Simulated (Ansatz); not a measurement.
# LiCl3: the cost of one run

Computed with Ansatz 0.2.0 (DFT PBE, scalar-relativistic, plane waves, PAW, unless a step's input says otherwise).

**1. The system as given**

Symmetry: P6_3/mmc, No. 194, hexagonal system. The conventional cell has a = 6.400 Å, b = 6.400 Å, c = 5.137 Å, α = 90.00°, β = 90.00°, γ = 120.00°. Li (site symmetry -6m2) has 12 Cl at 3.16 to 3.20 Å as nearest neighbours. Around Cl (site symmetry mm2) lie 4 Li at 3.16 to 3.20 Å and 8 Cl at 3.17 to 3.21 Å.

Coordinates:

```xyz
8
Lattice="6.3998 0.0000 0.0000 -3.1999 5.5424 0.0000 0.0000 0.0000 5.1368" Properties=species:S:1:pos:R:3 pbc="T T T"
Li    0.0000    3.6949    1.2842
Li    3.1999    1.8475    3.8526
Cl    3.1999    3.6912    1.2842
Cl   -1.5967    4.6168    3.8526
Cl    1.6031    0.9256    1.2842
Cl    0.0000    1.8511    3.8526
Cl    4.7966    0.9256    1.2842
Cl    1.5967    4.6168    3.8526
```

This is candidate A: Ni3Sn (D0_19) type (P6_3/mmc, No. 194).

(A quick probe on a coarse mesh, which set the mesh and smearing, is not shown.)

**3. Full relaxation (candidate A)**

input.yaml

```yaml
crystal:
  lattice:
    - [6.3997562078, 0.0, 0.0]
    - [-3.1998781039, 5.542351454, 0.0]
    - [0.0, 0.0, 5.13679179]
  atoms:
    - { symbol: Li, position: [0.3333333333, 0.6666666667, 0.25] }
    - { symbol: Li, position: [0.6666666667, 0.3333333333, 0.75] }
    - { symbol: Cl, position: [0.833, 0.666, 0.25] }
    - { symbol: Cl, position: [0.167, 0.833, 0.75] }
    - { symbol: Cl, position: [0.334, 0.167, 0.25] }
    - { symbol: Cl, position: [0.167, 0.334, 0.75] }
    - { symbol: Cl, position: [0.833, 0.167, 0.25] }
    - { symbol: Cl, position: [0.666, 0.833, 0.75] }
basis:
  ecutwfc: 420
kpoints:
  mp_grid: { grid: [6, 6, 8] }
hamiltonian:
  xc: pbe
scf:
  occupations: { method: gaussian, width: 0.1 }
output:
  forces: true
  stress: true
  eigenvalues: true
relax:
  adjacent_minimum: "off"
  f_tol: 0.01
  max_steps: 80
  cell: { stress_tol: 0.05 }
```

On the command line:

```
ansatz run input.yaml --threads 1 --pin off --max-ram 2560MiB --backend cpu --events-out ev --progress --plain --runs-dir out
```

What time and memory should one allow on 1 thread of Arm Neoverse V1, shared host?

About 3.2 min, with a peak of 0.5 GiB.
